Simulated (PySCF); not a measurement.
**Sn2 (triplet) at other levels of theory**

Aim: see what other functionals and later steps give for Sn2 (triplet).

The runs use PySCF 2.14.0; method and basis as typed in the scripts.

## 1. The system as given

Sn2 (triplet): 2 atoms, charge 0, spin multiplicity 3.

Bond lengths: Sn1–Sn2 2.700 Å.

## 2. The run that the others are compared with

input.py

```python
from pyscf import gto, scf, mp

mol = gto.M(
    atom='Sn 0 0 0; Sn 0 0 2.7',
    basis='sbkjc',
    ecp={'Sn': 'sbkjc'},
    charge=0,
    spin=2,
    verbose=4,
)
mf = scf.UHF(mol)
mf.kernel()
mp.MP2(mf).kernel()
mf.dip_moment()
print('orbital energies (hartree):', [e[max(0, n-3):n+3].round(4) for e, n in zip(mf.mo_energy, mol.nelec)])
```

Run with:

```bash
OMP_NUM_THREADS=1 python input.py
```

## 3. R2scan (UKS)

Edit 1 changes functional: none (Hartree–Fock) → r2scan; SCF type: UHF → UKS; step after the SCF: mp2 → analyze.

input.py, as its differences from that of step 2:

```diff
@@ -1,2 +1,2 @@
-from pyscf import gto, scf, mp
+from pyscf import gto, dft
 
@@ -10,5 +10,5 @@
 )
-mf = scf.UHF(mol)
+mf = dft.UKS(mol, xc='r2scan')
 mf.kernel()
-mp.MP2(mf).kernel()
+mf.mulliken_pop()
 mf.dip_moment()
```

## 4. O3lyp (UKS)

Edit 2 changes functional: none (Hartree–Fock) → o3lyp; SCF type: UHF → UKS; step after the SCF: mp2 → analyze.

input.py, as its differences from that of step 2:

```diff
@@ -1,2 +1,2 @@
-from pyscf import gto, scf, mp
+from pyscf import gto, dft
 
@@ -10,5 +10,5 @@
 )
-mf = scf.UHF(mol)
+mf = dft.UKS(mol, xc='o3lyp')
 mf.kernel()
-mp.MP2(mf).kernel()
+mf.mulliken_pop()
 mf.dip_moment()
```

## 5. TDA

Edit 3 changes step after the SCF: mp2 → tda; number of roots: none → 3.

input.py, as its differences from that of step 2:

```diff
@@ -1,2 +1,2 @@
-from pyscf import gto, scf, mp
+from pyscf import gto, scf, tdscf
 
@@ -12,3 +12,6 @@
 mf.kernel()
-mp.MP2(mf).kernel()
+td = tdscf.TDA(mf)
+td.nstates = 3
+td.kernel()
+td.analyze(verbose=3)
 mf.dip_moment()
```

## 6. Bp86 (UKS)

Edit 4 changes functional: none (Hartree–Fock) → bp86; SCF type: UHF → UKS; step after the SCF: mp2 → analyze.

input.py, as its differences from that of step 2:

```diff
@@ -1,2 +1,2 @@
-from pyscf import gto, scf, mp
+from pyscf import gto, dft
 
@@ -10,5 +10,5 @@
 )
-mf = scf.UHF(mol)
+mf = dft.UKS(mol, xc='bp86')
 mf.kernel()
-mp.MP2(mf).kernel()
+mf.mulliken_pop()
 mf.dip_moment()
```

Before running it: what results should come out? Wanted: for each run, E(SCF); from base; gap, α spin; after the SCF.

**Answer**, as computed:

| run | E(SCF) (hartree) | from base (eV) | cycles | gap, α spin (eV) | after the SCF |
| --- | --- | --- | --- | --- | --- |
| base | -6.553042 | 0 | 7 | 6.77 | MP2 correlation -1.347 eV |
| r2scan (UKS) | -6.793167 | not comparable | 6 | 1.88 | n/a |
| o3lyp (UKS) | -6.795701 | not comparable | 6 | 2.39 | n/a |
| TDA | -6.553042 | 0.0000 | 7 | 6.77 | first excitation 0.40 eV |
| bp86 (UKS) | -6.839979 | not comparable | 6 | 1.74 | n/a |

The α-spin gap between the frontier levels is 1.7 eV with bp86 (0 % exact exchange) and 2.4 eV with o3lyp (12 %). Total energies of different functionals can't be compared with each other; differences within one functional can.
